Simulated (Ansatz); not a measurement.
# GaH2N: the cost of one run

Program: Ansatz 0.2.0, Gaussian basis. Level of theory: cc-pVTZ, core rule «outside noble gas», up to 15 orbitals frozen. These are calculated values, not measurements.

Plan: UHF; CCSD(T) on ROHF; CCSD(T) on UHF; BCCD(T) on ROHF; CCSDT(Q) on ROHF; CCSDT(Q) on UHF.

13 further runs of the same task are left out: 8 for a known fault of the program, 5 set aside as unsound or not needed.

### Step 1. The geometry

The geometry is a PBE0/def2-TZVP stationary point (not a proven minimum) of the parent state, kept for this charge and spin. No spin-orbit coupling is included. The filled d shell of Ga may be among the frozen orbitals whatever the setting's name suggests; the logs give the count.

4 atoms, charge 1, spin multiplicity 4.

Atoms are counted from 1 here; the program's logs count them from 0.

Bond lengths: N1–Ga2 1.886 Å, N1–H3 1.014 Å, N1–H4 1.014 Å. Angles: Ga2–N1–H3 111.5°, Ga2–N1–H4 111.5°, H3–N1–H4 109.1°.

### Step 2. UHF

in.yaml reads:

```yaml
crystal:
  periodic: [false, false, false]
  atoms:
    - {symbol: N, position_ang: [-0.104201, 0.000000, 1.521268]}
    - {symbol: Ga, position_ang: [0.011438, 0.000000, -0.361116]}
    - {symbol: H, position_ang: [0.328389, -0.826162, 1.919816]}
    - {symbol: H, position_ang: [0.328389, 0.826162, 1.919816]}
basis:
  gaussian: {orbitals: cc-pVTZ}
total_charge: 1
magnetization: {spin_polarized: true, initial_magnetization: 3}
hamiltonian: {xc: hf}
output: {orbitals: {seedname: orbitals}}
```

Run with:

```
$ ansatz run in.yaml --threads 1 --pin off --events-out ev --progress --plain --max-ram 4096MiB --backend cpu
```

What time and memory should one allow on 1 thread of AMD EPYC 7R13, shared host?

About 6 s, with a peak of 0.29 GiB.
